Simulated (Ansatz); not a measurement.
# CoPtO2: the cost of one run

Computed with Ansatz 0.2.0 (DFT PBE+U, scalar-relativistic, plane waves, PAW, unless a step's input says otherwise).

2 further runs of the same task are left out: 1 that didn't finish, 1 set aside as unsound or not needed.

**1. The starting structure**

Symmetry: R-3m, No. 166, trigonal system. The conventional cell has a = 2.858 Å, b = 2.858 Å, c = 17.900 Å, α = 90.00°, β = 90.00°, γ = 120.00°. Co (site symmetry -3m) is surrounded by 6 O at 1.92 Å. Pt (site symmetry -3m) is surrounded by 2 O at 2.00 Å. Around O (site symmetry 3m) lie 3 Co at 1.92 Å and 1 Pt at 2.00 Å.

As a file:

```
CELL_PARAMETERS angstrom
1.42886 0.82495 5.96662
-1.42886 0.82495 5.96662
0.00000 -1.64991 5.96662
ATOMIC_POSITIONS crystal
Co 0.50000 0.50000 0.50000
Pt 0.00000 0.00000 0.00000
O 0.88803 0.88803 0.88803
O 0.11197 0.11197 0.11197
```

It goes back to an entry of the Materials Project.

It is the result of an earlier relaxation at this level (volume 10.55 Å³/atom; gap on the mesh: none (metal)).

**2. Target pressure -2 GPa**

File input.yaml:

```yaml
crystal:
  lattice:
    - [1.4380897047, 0.8302814781, 6.0051608712]
    - [-1.4380897047, 0.8302814781, 6.0051608712]
    - [0.0, -1.6605629562, 6.0051608712]
  atoms:
    - { symbol: Co, position: [0.5, 0.5, 0.5] }
    - { symbol: Pt, position: [0.0, 0.0, 0.0] }
    - { symbol: O, position: [0.8880260228, 0.8880260228, 0.8880260228] }
    - { symbol: O, position: [0.1119739772, 0.1119739772, 0.1119739772] }
basis:
  ecutwfc: 420
kpoints:
  mp_grid: { grid: [18, 18, 18] }
hamiltonian:
  xc: pbe
  hubbard: { sites: [{ species: Co, l: d, u_eff: 3.32 }] }
scf:
  occupations: { method: gaussian, width: 0.1 }
output:
  forces: true
  stress: true
  eigenvalues: true
relax:
  adjacent_minimum: "off"
  f_tol: 0.008
  max_steps: 50
  cell: { stress_tol: 0.08, p_target: -2.0 }
```

Command:

```
ansatz run input.yaml --threads 1 --pin off --max-ram 2560MiB --backend cpu --events-out ev --progress --plain --runs-dir out
```

What time and memory should one allow on 1 thread of Arm Neoverse V2, shared host?

About 4.5 min, with a peak of 1.2 GiB.
